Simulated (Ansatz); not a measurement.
# C3H9AlO3: how energies converge with the basis set

How large a basis does C3H9AlO3 need? Two functionals are run in growing sets.

Method: one geometry, several basis sets; program: Ansatz 0.2.0, Gaussian basis.

Plan: PBE0-D4/def2-SVP; ωB97M-V/def2-SVP; PBE0-D4/def2-QZVPP; ωB97M-V/def2-QZVPP; the functionals' def2-TZVPP values are taken from earlier runs.

## Step 1: The geometry

An earlier PBE0-D4 in a triple-zeta def2 set relaxation fixed the geometry.

SMILES `CC(C)[O][Al]([OH])[OH]`, 16 atoms, charge 0, spin multiplicity 1.

Atoms are counted from 1 here; the program's logs count them from 0.

Bond lengths: C1–C2 1.517 Å, C1–H8 1.093 Å, C1–H9 1.094 Å, C1–H10 1.093 Å, C2–C3 1.515 Å, C2–O4 1.410 Å, C2–H11 1.100 Å, C3–H12 1.093 Å, C3–H13 1.091 Å, C3–H14 1.093 Å, O4–Al5 1.678 Å, Al5–O6 1.690 Å, Al5–O7 1.691 Å, O6–H15 0.956 Å, O7–H16 0.956 Å. Angles: C2–C1–H8 110.9°, C2–C1–H9 110.1°, C2–C1–H10 110.8°, H8–C1–H9 108.2°, H8–C1–H10 108.1°, H9–C1–H10 108.7°, C1–C2–C3 112.1°, C1–C2–O4 110.9°, C1–C2–H11 108.4°, C3–C2–O4 108.4°, C3–C2–H11 108.5°, O4–C2–H11 108.6°, C2–C3–H12 110.9°, C2–C3–H13 110.5°, C2–C3–H14 110.1°, H12–C3–H13 108.5°, H12–C3–H14 108.5°, H13–C3–H14 108.3° and more.

## Step 2: PBE0-D4 in def2-SVP

File in.yaml:

```yaml
crystal:
  periodic: [false, false, false]
  atoms:
    - {symbol: C, position_ang: [0.220458, -1.393790, 0.847275]}
    - {symbol: C, position_ang: [-0.227780, -0.769387, -0.460593]}
    - {symbol: C, position_ang: [0.485833, -1.371485, -1.653487]}
    - {symbol: O, position_ang: [0.004638, 0.621573, -0.458582]}
    - {symbol: Al, position_ang: [-0.353565, 1.905904, 0.560276]}
    - {symbol: O, position_ang: [0.206416, 3.459759, 0.201728]}
    - {symbol: O, position_ang: [-1.287100, 1.663046, 1.949091]}
    - {symbol: H, position_ang: [0.027290, -2.469384, 0.852747]}
    - {symbol: H, position_ang: [1.294384, -1.239220, 0.988118]}
    - {symbol: H, position_ang: [-0.311774, -0.948403, 1.691581]}
    - {symbol: H, position_ang: [-1.307185, -0.944441, -0.575800]}
    - {symbol: H, position_ang: [0.290985, -2.444344, -1.723399]}
    - {symbol: H, position_ang: [0.151036, -0.896903, -2.577623]}
    - {symbol: H, position_ang: [1.564636, -1.219847, -1.561722]}
    - {symbol: H, position_ang: [0.734907, 3.643741, -0.572804]}
    - {symbol: H, position_ang: [-1.516279, 2.380480, 2.537495]}
basis:
  gaussian: {orbitals: def2-SVP}
hamiltonian: {xc: pbe0, dispersion: d4}
output: {orbitals: {seedname: orbitals}}
```

Run with:

```
$ ansatz run in.yaml --threads 4 --pin off --events-out ev --progress --plain --max-ram 11315MiB
```

The runs that follow: ωB97M-V in def2-SVP; PBE0-D4 in def2-QZVPP; ωB97M-V in def2-QZVPP.

**Question.** What will the summary of the whole plan be? Wanted: PBE0-D4: double and triple zeta above quadruple; ωB97M-V: double and triple zeta above quadruple.

As calculated:

| quantity | value |
| --- | --- |
| PBE0-D4: double and triple zeta above quadruple | 14.48, 0.78 eV |
| ωB97M-V: double and triple zeta above quadruple | 14.81, 0.74 eV |

What this shows: For PBE0-D4 the step from double to triple zeta gains 13.70 eV and the next only 0.78 eV. These are total energies; as a rule much of such shifts cancels in differences, which this series doesn't test. The LUMO of ωB97M-V is positive and keeps falling with the basis (1.58 to 0.73 eV): an unbound level that the basis holds in place.
